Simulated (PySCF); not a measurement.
# C₄H₆F₂O₂Si: magnetic properties

Wanted: magnetic properties for C₄H₆F₂O₂Si (`O=C1CO[C@@H]([SiH2]F)[C@H]1F`).

Computed with PySCF 2.14.0 and routines of our own; the level stands in each step. Atoms count from 0.

## Step 1: The starting structure

15 atoms, charge 0, multiplicity 1; geometry from: GFN2-xTB.

## Step 2: Magnetic properties: GIAO CAM-B3LYP/pcSseg-1

Job settings and geometry (Å):

```
{"job": {"kind": "mag", "xc": "CAM-B3LYP", "basis": "pcSseg-1", "isotopologues": 0}, "charge": 0, "multiplicity": 1}
O     -1.414546     2.667301     0.149559
C     -1.008526     1.545033     0.202663
C     -1.664428     0.352348     0.860522
O     -0.854093    -0.768097     0.609993
C      0.476529    -0.325016     0.326966
Si     1.297626    -1.704416    -0.714184
F      2.837425    -1.245124    -0.851185
C      0.325335     1.021260    -0.361693
F      0.194409     0.880584    -1.731302
H     -2.665687     0.170456     0.461642
H     -1.748734     0.550281     1.940675
H      1.002579    -0.149768     1.279148
H      1.314667    -2.934821     0.056507
H      0.747089    -1.764693    -2.051945
H      1.155941     1.712662    -0.199277
```

Method: GIAO CAM-B3LYP/pcSseg-1 magnetisability, rotational g tensor and spin-rotation constants, non-relativistic, gas phase.

The run is started by

```
OMP_NUM_THREADS=1 python excited_run.py task.json out
```

The driver reads the jobs from task.json and runs them one after another.

Standard output:

```text
coarse grid: 14032 points
cycle   1  E = -795.0965757114  dE =  1.565e+00  |g| = 1.226e+00  |ddm| = 3.543e+00
cycle   2  E = -794.7032330462  dE =  3.933e-01  |g| = 1.990e+00  |ddm| = 2.309e+00
cycle   3  E = -795.3641965326  dE = -6.610e-01  |g| = 1.765e-01  |ddm| = 1.536e+00
cycle   4  E = -795.3679880873  dE = -3.792e-03  |g| = 1.088e-01  |ddm| = 1.800e-01
cycle   5  E = -795.3698639642  dE = -1.876e-03  |g| = 1.249e-02  |ddm| = 8.195e-02
cycle   6  E = -795.3698998228  dE = -3.586e-05  |g| = 5.113e-03  |ddm| = 1.585e-02
cycle   7  E = -795.3699054438  dE = -5.621e-06  |g| = 1.686e-03  |ddm| = 6.246e-03
final grid: 134616 points
cycle   8  E = -795.4656231503  dE = -2.562e-05  |g| = 6.755e-03  |ddm| = 1.535e-02
cycle   9  E = -795.4656152219  dE =  7.928e-06  |g| = 9.808e-03  |ddm| = 9.603e-03
cycle  10  E = -795.4656310025  dE = -1.578e-05  |g| = 8.427e-04  |ddm| = 5.821e-03
cycle  11  E = -795.4656311119  dE = -1.094e-07  |g| = 3.184e-04  |ddm| = 6.719e-04
cycle  12  E = -795.4656311287  dE = -1.683e-08  |g| = 9.060e-05  |ddm| = 3.330e-04
cycle  13  E = -795.4656311306  dE = -1.867e-09  |g| = 2.039e-05  |ddm| = 8.868e-05
cycle  14  E = -795.4656311308  dE = -1.935e-10  |g| = 7.763e-06  |ddm| = 3.878e-05
converged SCF energy = -795.4656311308

Magnetisability tensor (1e-30 J/T^2)
    -1139.00      -74.34      -40.97
      -74.34     -945.34      -22.63
      -40.97      -22.63    -1184.72
isotropic -1089.69   principal values   -1221.82  -1127.42   -919.83
isotropic susceptibility -65.623 1e-6 cm^3/mol

Inertial axes            a          b          c
rot. const./GHz      2.8247     0.8896     0.7518
chi total           -58.772    -64.786    -73.309
chi diamagnetic    -518.470  -1357.863  -1588.474
chi paramagnetic    459.697   1293.077   1515.165
quadrupole/D A       -7.674     -0.411      8.085
g nuclear            0.5491     0.5220     0.5208
g electronic        -0.6100    -0.5404    -0.5351
g total             -0.0609    -0.0185    -0.0143

Spin-rotation constants (kHz, H = +C I.J)
atom  isotope        aa         bb         cc
  6    19F        0.857      0.473      0.330
  8    19F        0.735      0.530      0.383
  9     1H       -0.249     -0.068      0.006
 10     1H       -0.280     -0.037     -0.018
 11     1H       -0.238     -0.107      0.033
 12     1H       -0.153      0.013     -0.071
 13     1H       -0.247     -0.069      0.026
 14     1H       -0.274     -0.025     -0.018
  0    17O*      -3.017     -0.648     -0.020
  1    13C*       1.519      0.459      0.223
  2    13C*       0.574      0.218      0.179
  3    17O*      -0.131     -0.019     -0.080
  4    13C*       0.705      0.186      0.193
  5   29Si*      -1.823     -0.541     -0.479
  7    13C*       0.789      0.232      0.179
* in the singly substituted isotopologue
```

It took 85 s on 1 thread of Arm Neoverse N1, shared host; peak memory 0.97 GiB.

From this job:

```
              quantity                      value
       magnetisability           -1090·10⁻³⁰ J/T²
  molar susceptibility         -65.6·10⁻⁶ cm³/mol
rotational g (a, b, c)  -0.0609, -0.0185, -0.0143
```

## Step 3: Magnetic properties: GIAO B3LYP/6-311G**

Settings changed since step 2:

```diff
@@ -1,2 +1,2 @@
-{"job": {"kind": "mag", "xc": "CAM-B3LYP", "basis": "pcSseg-1", "isotopologues": 0}, "charge": 0, "multiplicity": 1}
+{"job": {"kind": "mag", "xc": "B3LYP", "basis": "6-311G**"}, "charge": 0, "multiplicity": 1}
 O     -1.414546     2.667301     0.149559
```

Level: GIAO B3LYP/6-311G** magnetisability, rotational g tensor and spin-rotation constants, non-relativistic, gas phase.

Standard output:

```text
coarse grid: 14032 points
cycle   1  E = -795.5612756161  dE =  1.404e+00  |g| = 1.242e+00  |ddm| = 3.289e+00
cycle   2  E = -794.6967417491  dE =  8.645e-01  |g| = 2.514e+00  |ddm| = 3.164e+00
cycle   3  E = -795.8043726332  dE = -1.108e+00  |g| = 3.095e-01  |ddm| = 2.421e+00
cycle   4  E = -795.8190480448  dE = -1.468e-02  |g| = 1.580e-01  |ddm| = 3.285e-01
cycle   5  E = -795.8230052168  dE = -3.957e-03  |g| = 3.161e-02  |ddm| = 1.237e-01
cycle   6  E = -795.8231992687  dE = -1.941e-04  |g| = 9.479e-03  |ddm| = 2.845e-02
cycle   7  E = -795.8232152204  dE = -1.595e-05  |g| = 2.513e-03  |ddm| = 7.039e-03
cycle   8  E = -795.8232161853  dE = -9.649e-07  |g| = 8.591e-04  |ddm| = 2.308e-03
final grid: 134616 points
cycle   9  E = -795.8433615527  dE = -3.172e-05  |g| = 8.135e-03  |ddm| = 2.649e-02
cycle  10  E = -795.8433313519  dE =  3.020e-05  |g| = 1.530e-02  |ddm| = 1.389e-02
cycle  11  E = -795.8433725817  dE = -4.123e-05  |g| = 2.010e-03  |ddm| = 1.035e-02
cycle  12  E = -795.8433732661  dE = -6.845e-07  |g| = 4.796e-04  |ddm| = 1.714e-03
cycle  13  E = -795.8433732978  dE = -3.167e-08  |g| = 1.708e-04  |ddm| = 4.435e-04
cycle  14  E = -795.8433733038  dE = -6.060e-09  |g| = 2.879e-05  |ddm| = 1.542e-04
cycle  15  E = -795.8433733040  dE = -1.428e-10  |g| = 1.203e-05  |ddm| = 3.017e-05
converged SCF energy = -795.8433733040

Magnetisability tensor (1e-30 J/T^2)
    -1114.12      -73.99      -40.30
      -73.99     -923.65      -22.56
      -40.30      -22.56    -1165.46
isotropic -1067.74   principal values   -1199.87  -1105.34   -898.02
isotropic susceptibility -64.301 1e-6 cm^3/mol

Inertial axes            a          b          c
rot. const./GHz      2.8247     0.8896     0.7518
chi total           -57.410    -63.513    -71.980
chi diamagnetic    -517.236  -1356.828  -1587.113
chi paramagnetic    459.826   1293.315   1515.133
quadrupole/D A       -7.715     -0.114      7.829
g nuclear            0.5491     0.5220     0.5208
g electronic        -0.6102    -0.5405    -0.5351
g total             -0.0611    -0.0186    -0.0143

Spin-rotation constants (kHz, H = +C I.J)
atom  isotope        aa         bb         cc
  6    19F        0.771      0.448      0.331
  8    19F        0.877      0.574      0.406
  9     1H       -0.252     -0.070      0.006
 10     1H       -0.283     -0.038     -0.017
 11     1H       -0.240     -0.108      0.035
 12     1H       -0.151      0.014     -0.071
 13     1H       -0.246     -0.070      0.027
 14     1H       -0.275     -0.025     -0.018
  0    17O*      -2.960     -0.637     -0.023
  1    13C*       1.480      0.447      0.223
  2    13C*       0.566      0.218      0.177
  3    17O*      -0.155     -0.026     -0.084
  4    13C*       0.701      0.186      0.193
  5   29Si*      -1.824     -0.544     -0.481
  7    13C*       0.781      0.230      0.178
* in the singly substituted isotopologue
```

Wall time 68 s (1 thread of Arm Neoverse N1, shared host); peak memory 0.93 GiB.

Key values:

```csv
quantity,value
magnetisability,-1068·10⁻³⁰ J/T²
molar susceptibility,-64.3·10⁻⁶ cm³/mol
"rotational g (a, b, c)","-0.0611, -0.0186, -0.0143"
```

## Step 4: Magnetic properties side by side

```
                  level  ξ (10⁻³⁰ J/T²)     g(a)     g(b)  gap (eV)  functions  time
GIAO CAM-B3LYP/pcSseg-1           -1090  -0.0609  -0.0185      8.68        190  85 s
    GIAO B3LYP/6-311G**           -1068  -0.0611  -0.0186      5.49        206  68 s
```

## Step 5: Results

| quantity | value |
| --- | --- |
| magnetisability (step 2, GIAO CAM-B3LYP/pcSseg-1) | -1090·10⁻³⁰ J/T² |
| molar susceptibility (step 2, GIAO CAM-B3LYP/pcSseg-1) | -65.6·10⁻⁶ cm³/mol |
| rotational g (a, b, c) (step 2, GIAO CAM-B3LYP/pcSseg-1) | -0.0609, -0.0185, -0.0143 |
| magnetisability over the levels | -1090 to -1068·10⁻³⁰ J/T² |

The magnetisability spreads by 2.0 % over 2 levels of like cost. Two levels can agree by chance, so this spread shows no convergence. Vibrational averaging and real surroundings are missing from these values.
